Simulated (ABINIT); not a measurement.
CuO2:

```xyz
6
Lattice="1.4126 -5.2107 0.0000 1.4126 5.2107 0.0000 0.0000 0.0000 4.3434" Properties=species:S:1:pos:R:3 pbc="T T T"
Cu    1.4126    3.4677    3.2576
Cu    1.4126   -3.4677    1.0859
O     1.4126   -3.0115    3.2576
O     1.4126    3.0115    1.0859
O     1.4126   -0.5366    3.2576
O     1.4126    0.5366    1.0859
```

The cell comes from a database or a generator and needn't be the stable form of this composition.

| Quantity | Value |
| --- | --- |
| Program | ABINIT 10.8.3 (patched build) |
| Task | relaxation of cell and atoms |
| Functional | LDA |
| Potentials or basis | JTH PAW LDA v2.0 |
| Cutoff | 707 eV |
| k mesh | 5 × 5 × 3 |
| Occupations | fermi-dirac, width 0.05 eV |
| Spin | no spin polarisation |

At the start: pressure -14.1 GPa; volume 10.66 Å³/atom.

**Question.** How do energy, volume and symmetry change on relaxing?

**Answer.** Over 36 steps the energy falls by 101.1 meV/atom and the volume is 8.76 Å³/atom (-17.8 %); space group Cmcm (No. 63, to 0.05 Å).

The path:
```
step  energy change (eV)  largest force (eV/Å)  pressure (GPa)  volume (Å³)
   1              0.0000                0.9021          -14.09        63.94
   2             -0.1958                0.3581           -6.74        61.22
   3             -0.2464                0.5084            0.36        58.98
   4             -0.2573                0.4599            0.12        58.83
   5             -0.3322                0.3288            1.58        56.35
   6             -0.3520                0.2938            1.08        55.75
   7             -0.4939                0.7250            3.32        53.14
   8             -0.1976                0.7877            6.49        57.64
   9              1.6062                2.2646           44.56        48.16
  10             -0.2398                0.6367          -10.44        59.56
  11             -0.3116                0.4588            2.16        56.98
  12             -0.3426                0.2226           -1.91        57.20
  13             -0.3642                0.1993           -2.22        56.57
  14              1.3795                2.5870           42.28        46.41
  15             -0.3805                0.2193           -1.83        56.07
  16             -0.3972                0.2408           -1.68        55.64
  17             -0.0845                0.9273            5.88        59.87
  18             -0.5078                0.4444            2.97        52.48
  19             -0.4630                0.6376            7.07        50.60
  20             -0.5540                0.3681            0.18        52.63
  21             -0.5708                0.3127           -0.84        52.82
  22             -0.5979                0.1953           -1.62        53.07
  23             -0.6010                0.1487           -1.17        53.03
  24             -0.6035                0.1377           -0.01        52.81
  25             -0.6044                0.1189            0.25        52.72
  26             -0.6062                0.0560            0.44        52.57
  27             -0.6066                0.0386            0.17        52.58
  28             -0.6067                0.0344           -0.04        52.61
  29             -0.6067                0.0281           -0.14        52.62
  30             -0.6068                0.0123           -0.15        52.61
  31             -0.6068                0.0043           -0.06        52.59
  32             -0.6068                0.0018           -0.01        52.58
  33             -0.6068                0.0008            0.00        52.57
  34             -0.6068                0.0006            0.01        52.57
  35             -0.6068                0.0008            0.01        52.57
  36             -0.6068                0.0004            0.00        52.57
```

Final structure:
```
Cu O
1.0
     1.48734   -4.87366    0.00000
     1.48734    4.87366    0.00000
     0.00000    0.00000    3.62639
Cu O
2 4
Direct
  0.15586 0.84414 0.75000
  0.84414 0.15586 0.25000
  0.79331 0.20669 0.75000
  0.20669 0.79331 0.25000
  0.52553 0.47447 0.75000
  0.47447 0.52553 0.25000
```

Caveat: the k mesh is coarse (spacing up to 0.48 Å⁻¹), so the values aren't converged; the volume moved by over 15 % at a fixed basis, so the end points are rough; the run has no spin polarisation, though such a crystal can be magnetic; the atomic spheres overlap.
